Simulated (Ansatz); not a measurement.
**C2H5NSi: one species, many methods**

The task here is to estimate one member of a computed series from the others.

The runs use Ansatz 0.2.0, Gaussian basis; functionals in def2-TZVPP, the program's frozen cores in correlated methods.

Levels to be run: LDA (SPW92), PBE-D4, revPBE-D4, BLYP-D4, r2SCAN-D4, B97M-V, PBE0-D4, B3LYP-D4, r2SCANh-D4, r2SCAN0-D4, HSE06-D4, BHLYP-D4, CAM-B3LYP-D4, LC-ωPBE, ωB97X-V, ωB97M-V, B2PLYP, PBE-QIDH; CCSD(T)/def2-SVP; CCSD(T)/def2-TZVPP; MP2/def2-QZVPP; extrapolation to the limit; RPA on PBE.

**The geometry**

An earlier PBE0-D4 in a triple-zeta def2 set relaxation fixed the geometry.

SMILES `C=C1N[SiH2]1`, 9 atoms, charge 0, spin multiplicity 1.

Atoms are counted from 1 here; the program's logs count them from 0.

Bond lengths: C1–C2 1.326 Å, C1–H5 1.081 Å, C1–H6 1.086 Å, C2–N3 1.400 Å, C2–Si4 1.810 Å, N3–Si4 1.717 Å, N3–H7 1.008 Å, Si4–H8 1.481 Å, Si4–H9 1.479 Å. Angles: C2–C1–H5 120.3°, C2–C1–H6 121.7°, H5–C1–H6 118.0°, C1–C2–N3 136.8°, C1–C2–Si4 159.4°, N3–C2–Si4 63.2°, C2–N3–Si4 70.2°, C2–N3–H7 126.4°, Si4–N3–H7 145.8°, C2–Si4–N3 46.7°, C2–Si4–H8 119.9°, C2–Si4–H9 125.1°, N3–Si4–H8 120.3°, N3–Si4–H9 117.2°, H8–Si4–H9 112.0°.

Set-up of the first run:

Contents of in.yaml:

```yaml
crystal:
  periodic: [false, false, false]
  atoms:
    - {symbol: C, position_ang: [-0.084600, 1.279952, -1.107331]}
    - {symbol: C, position_ang: [-0.061912, 0.329866, -0.182827]}
    - {symbol: N, position_ang: [0.782609, -0.054800, 0.864906]}
    - {symbol: Si, position_ang: [-0.474303, -1.209182, 0.675700]}
    - {symbol: H, position_ang: [-0.897321, 1.330073, -1.818695]}
    - {symbol: H, position_ang: [0.696402, 2.031524, -1.172005]}
    - {symbol: H, position_ang: [1.778404, 0.092151, 0.914667]}
    - {symbol: H, position_ang: [-0.200364, -2.512933, 0.027955]}
    - {symbol: H, position_ang: [-1.450314, -1.332952, 1.780431]}
basis:
  gaussian: {orbitals: def2-TZVPP}
hamiltonian: {xc: lda}
output: {orbitals: {seedname: orbitals}}
```

Run with:

```console
$ ansatz run in.yaml --threads 2 --pin off --events-out ev --progress --plain --max-ram 4352MiB
```

Among the steps run: LDA; PBE-D4 (GGA); revPBE-D4 (GGA); BLYP-D4 (GGA); r2SCAN-D4 (meta-GGA); B97M-V (meta-GGA); PBE0-D4 (hybrid); B3LYP-D4 (hybrid); r2SCANh-D4 (hybrid); r2SCAN0-D4 (hybrid); HSE06-D4 (hybrid); BHLYP-D4 (hybrid); CAM-B3LYP-D4 (range-separated); LC-ωPBE (range-separated); ωB97X-V (range-separated); ωB97M-V (range-separated); B2PLYP (double hybrid); PBE-QIDH (double hybrid).

One of the session's tables, all rows but one given; the rest of the session is left out.

It belongs to the step «Frontier levels by functional». 

| functional | HOMO (eV) | gap (eV) |
| --- | --- | --- |
| LDA (SPW92) | -5.23 | 3.69 |
| PBE-D4 | -5.05 | 3.68 |
| revPBE-D4 | -4.98 | 3.69 |
| BLYP-D4 | ? | ? |
| r2SCAN-D4 | -5.22 | 4.17 |
| B97M-V | -5.25 | 4.03 |
| PBE0-D4 | -6.12 | 5.60 |
| B3LYP-D4 | -5.90 | 5.14 |
| r2SCANh-D4 | -5.63 | 4.87 |
| r2SCAN0-D4 | -6.25 | 5.91 |
| HSE06-D4 | -5.73 | 4.82 |
| BHLYP-D4 | -7.05 | 7.34 |
| CAM-B3LYP-D4 | -7.39 | 7.84 |
| LC-ωPBE | -8.74 | 10.36 |
| ωB97X-V | -8.37 | 9.85 |
| ωB97M-V | -8.30 | 9.47 |

**Question.** Estimate the row for BLYP-D4.

Worked estimate for «HOMO (eV)». Against the share of exact exchange, B3LYP-D4 (0.2, -5.90), BHLYP-D4 (0.5, -7.05) give a slope of -3.83 per unit share; at 0 the line stands at -5.13.

**Answer.** HOMO (eV): -4.88; gap (eV): 3.61. In «HOMO (eV)» the line misses by -0.25.
